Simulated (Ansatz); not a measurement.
# CH₇AlSeSi: a ladder of functionals and wavefunction methods

Aim: compute CH₇AlSeSi with functionals from several rungs and with coupled cluster, and see how far each lands from CCSD(T) at the basis-set limit for the atomisation energy.

The runs use Ansatz 0.2.0, Gaussian basis; functionals in def2-TZVPP, the program's frozen cores in correlated methods.

Plan: LDA (SPW92), PBE-D4, revPBE-D4, BLYP-D4, r2SCAN-D4, B97M-V, PBE0-D4, B3LYP-D4, r2SCANh-D4, r2SCAN0-D4, HSE06-D4, BHLYP-D4, CAM-B3LYP-D4, LC-ωPBE, ωB97X-V, ωB97M-V, B2PLYP, PBE-QIDH; CCSD(T)/def2-SVP; CCSD(T)/def2-TZVPP; MP2/def2-QZVPP; extrapolation to the limit; RPA on PBE.

### Step 1. The geometry

An earlier PBE0-D4 in a triple-zeta def2 set relaxation fixed the geometry.

SMILES `[CH3][AlH][SiH2][SeH]`, 11 atoms, charge 0, spin multiplicity 1.

Atoms are counted from 1 here; the program's logs count them from 0.

Bond lengths: C1–Al2 1.951 Å, C1–H5 1.096 Å, C1–H6 1.095 Å, C1–H7 1.092 Å, Al2–Si3 2.461 Å, Al2–H8 1.591 Å, Si3–Se4 2.293 Å, Si3–H9 1.493 Å, Si3–H10 1.493 Å, Se4–H11 1.470 Å. Angles: Al2–C1–H5 109.8°, Al2–C1–H6 110.7°, Al2–C1–H7 113.7°, H5–C1–H6 106.3°, H5–C1–H7 107.7°, H6–C1–H7 108.2°, C1–Al2–Si3 121.4°, C1–Al2–H8 120.2°, Si3–Al2–H8 118.4°, Al2–Si3–Se4 106.7°, Al2–Si3–H9 112.5°, Al2–Si3–H10 112.5°, Se4–Si3–H9 109.6°, Se4–Si3–H10 109.6°, H9–Si3–H10 105.9°, Si3–Se4–H11 95.1°.

### Step 2. LDA

This LDA is Slater exchange with PW92 correlation.

Input file in.yaml:

```yaml
crystal:
  periodic: [false, false, false]
  atoms:
    - {symbol: C, position_ang: [-0.745422, 2.259420, -0.259954]}
    - {symbol: Al, position_ang: [-0.512387, 0.395118, -0.785929]}
    - {symbol: Si, position_ang: [0.686191, -1.202429, 0.652202]}
    - {symbol: Se, position_ang: [0.634561, -3.225182, -0.426725]}
    - {symbol: H, position_ang: [-1.808594, 2.469035, -0.094450]}
    - {symbol: H, position_ang: [-0.420782, 2.931206, -1.061485]}
    - {symbol: H, position_ang: [-0.207380, 2.529155, 0.650994]}
    - {symbol: H, position_ang: [-1.110721, -0.128884, -2.163431]}
    - {symbol: H, position_ang: [0.061830, -1.337981, 2.001597]}
    - {symbol: H, position_ang: [2.103094, -0.800686, 0.896360]}
    - {symbol: H, position_ang: [1.385112, -3.945874, 0.611522]}
basis:
  gaussian: {orbitals: def2-TZVPP}
hamiltonian: {xc: lda}
output: {orbitals: {seedname: orbitals}}
```

The runs that follow: PBE-D4 (GGA); revPBE-D4 (GGA); BLYP-D4 (GGA); r2SCAN-D4 (meta-GGA); B97M-V (meta-GGA); PBE0-D4 (hybrid); B3LYP-D4 (hybrid); r2SCANh-D4 (hybrid); r2SCAN0-D4 (hybrid); HSE06-D4 (hybrid); BHLYP-D4 (hybrid); CAM-B3LYP-D4 (range-separated); LC-ωPBE (range-separated); ωB97X-V (range-separated); ωB97M-V (range-separated); B2PLYP (double hybrid); PBE-QIDH (double hybrid); CCSD(T) in def2-SVP; CCSD(T) in def2-TZVPP; MP2 in def2-QZVPP; RPA on PBE orbitals.

Before running them: what should the planned runs give, taken together? Wanted: atomisation energy, CCSD(T)/CBS; farthest beyond LDA; mean size of error, GGA; mean size of error, meta-GGA; mean size of error, hybrid; mean size of error, range-separated; mean size of error, double hybrid; gap, smallest and largest; T1 diagnostic.

As calculated:

| quantity | value |
| --- | --- |
| atomisation energy, CCSD(T)/CBS | 3343.3 kJ/mol |
| functionals within 33.4 kJ/mol (1.0 %) | PBE-D4, r2SCAN-D4, B97M-V, PBE0-D4, B3LYP-D4, r2SCANh-D4, r2SCAN0-D4, HSE06-D4, CAM-B3LYP-D4, ωB97X-V, ωB97M-V |
| farthest beyond LDA | revPBE-D4 (-71.8 kJ/mol) |
| mean size of error, GGA | 47.1 kJ/mol |
| mean size of error, meta-GGA | 7.9 kJ/mol |
| mean size of error, hybrid | 31.8 kJ/mol |
| mean size of error, range-separated | 24.0 kJ/mol |
| mean size of error, double hybrid | 54.3 kJ/mol |
| gap, smallest and largest | 3.01 eV (LDA (SPW92)), 9.66 eV (LC-ωPBE) |
| T1 diagnostic | 0.0101 |
| triples share of the correlation energy | 3.6 % |

**Reading.** The LDA atomisation energy is off by 371.1 kJ/mol (11 %): it overbinds. PBE-D4 misses by -13.5 kJ/mol. Double hybrids carry the basis error of their MP2 part in triple zeta, and no dispersion term here, so their miss is partly the set-up's. The rungs meta-GGA, range-separated, hybrid miss on average by less than the doubt on the reference (33.4 kJ/mol), so they tie. The reference freezes the cores and leaves out relativity and excitations past (T), and its outer-core shells are covered unevenly, so misses under about 33.4 kJ/mol can't be ranked. All levels share the lack of spin-orbit coupling, which lowers the free heavy atoms and so the true binding. Hartree-Fock recovers 75 % of the binding; the rest is correlation. CCSD(T) in def2-SVP is off by -215.5 kJ/mol, worse than the median functional, from the basis alone. The gap grows from 3.0 to 9.7 eV across the functionals, mostly with the share of exact exchange. Correlated methods include outer-core shells of Se, which these sets cover unevenly.
